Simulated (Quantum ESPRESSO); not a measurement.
# Tl under changes of volume

One of the cells (30.026 Å³/atom); the others are scaled copies at fixed shape and fractional positions:

```
Tl
1.0
     3.50864    0.00000    0.00000
    -1.75432    3.03857    0.00000
     0.00000    0.00000   11.26560
Tl
4
Direct
  0.66667 0.33333 0.75000
  0.00000 0.00000 0.50000
  0.33333 0.66667 0.25000
  0.00000 0.00000 0.00000
```

```yaml
Program: Quantum ESPRESSO 7.5
Functional: PBEsol
Potentials_or_basis: GBRV 1.5 PBEsol
Cutoff: 612 eV
Density_cutoff: 4898 eV
k_mesh: 9 × 9 × 3
Occupations: fermi-dirac, width 0.05 eV
Spin: no spin polarisation
```

```csv
volume (Å³/atom),energy over the lowest point (meV/atom),pressure (GPa)
28.225,0.00,0.0
28.825,0.46,-0.7
29.426,3.59,-1.4
30.026,9.09,-2.0
30.627,16.63,-2.5
31.227,25.92,-2.9
31.828,?,?
```

**Question.** What does the run at 31.828 Å³/atom give?

**Answer.** Energy over the lowest point 36.77 meV/atom; pressure -3.3 GPa.

Worked out: A Birch-Murnaghan fit of order 3 (a polynomial in V^(-2/3)) to the other rows has its minimum at 28.43 Å³/atom with B0 = V·E''(V) = 37 GPa and B' = 5.5 at fixed shape and positions, which overstates the stiffness. It gives 36.77 meV/atom at 31.828 Å³/atom, against the run's 36.77, and -dE/dV = -3.1 GPa, against -3.3.

Energies are extrapolated to zero smearing.
